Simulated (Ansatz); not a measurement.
# NaP3: the cost of one run

Program: Ansatz 0.2.0. Level of theory: DFT PBE, scalar-relativistic, plane waves, PAW. These are calculated values, not measurements.

### 1 Starting point

Symmetry: P-31m, No. 162, trigonal system. Conventional cell: a = 5.961 Å, b = 5.961 Å, c = 5.849 Å, α = 90.00°, β = 90.00°, γ = 120.00°. Around Na (site symmetry 32) lie 6 P at 3.07 Å and 3 Na at 3.44 Å. P (site symmetry m) has 3 P at 2.20 to 2.33 Å and 2 Na at 3.07 Å as nearest neighbours.

Coordinates:

```xyz
8
Lattice="5.9612 0.0000 0.0000 -2.9806 5.1625 0.0000 0.0000 0.0000 5.8494" Properties=species:S:1:pos:R:3 pbc="T T T"
Na    2.9806    1.7208    2.9247
Na    0.0000    3.4417    2.9247
P     1.9612    3.3970    0.5650
P     2.0387    0.0000    0.5650
P    -1.0194    1.7656    0.5650
P    -1.9612    3.3970    5.2844
P     3.9225    0.0000    5.2844
P     1.0194    1.7656    5.2844
```

It is the end of an earlier relaxation with the same method, from a generated guess; it is a trial structure. At a tolerance of 0.05 Å it has space group P-31m (No. 162); it has 22.50 Å³/atom, an uncorrected energy of -0.12 eV/atom over the elements.

### 2 Electronic structure at the relaxed geometry

File input.yaml:

```yaml
crystal:
  lattice:
    - [5.9611958186, 0.0, 0.0]
    - [-2.9805979093, 5.1625470158, 0.0]
    - [0.0, 0.0, 5.849376326]
  atoms:
    - { symbol: Na, position: [0.6666666667, 0.3333333333, 0.5] }
    - { symbol: Na, position: [0.3333333333, 0.6666666667, 0.5] }
    - { symbol: P, position: [0.6580045679, 0.6580045679, 0.0965914995] }
    - { symbol: P, position: [0.3419954321, 0.0, 0.0965914995] }
    - { symbol: P, position: [0.0, 0.3419954321, 0.0965914995] }
    - { symbol: P, position: [0.0, 0.6580045679, 0.9034085005] }
    - { symbol: P, position: [0.6580045679, 0.0, 0.9034085005] }
    - { symbol: P, position: [0.3419954321, 0.3419954321, 0.9034085005] }
basis:
  ecutwfc: 420
kpoints:
  mp_grid: { grid: [6, 6, 6] }
  band_path:
    path:
      - [[0.0, 0.0, 0.0], [0.5, 0.0, 0.0], [0.33333333, 0.33333333, 0.0], [0.0, 0.0, 0.0], [0.0, 0.0, 0.5], [0.5, 0.0, 0.5], [0.33333333, 0.33333333, 0.5], [0.0, 0.0, 0.5]]
      - [[0.5, 0.0, 0.5], [0.5, 0.0, 0.0]]
      - [[0.33333333, 0.33333333, 0.5], [0.33333333, 0.33333333, 0.0], [0.33333333, 0.33333333, -0.5]]
    npoints: 14
hamiltonian:
  xc: pbe
scf:
  occupations: { method: gaussian, width: 0.1 }
  n_extra_bands: 20
output:
  forces: true
  stress: true
  eigenvalues: true
  populations: true
  dos: { projected: true, de: 0.02, nscf_kmesh: { grid: [8, 8, 8] } }
  bader: true
  write_density: true
  write_potential: true
  elf: true
  volumetric_format: npy
```

Started as:

```console
ansatz run input.yaml --threads 1 --pin off --max-ram 2560MiB --backend cpu --events-out ev --progress --plain --runs-dir out
```

**Question.** How long does this run take on 1 thread of Arm Neoverse V2, shared host, and how much memory does it need?

About 1.9 min, with a peak of 0.78 GiB.
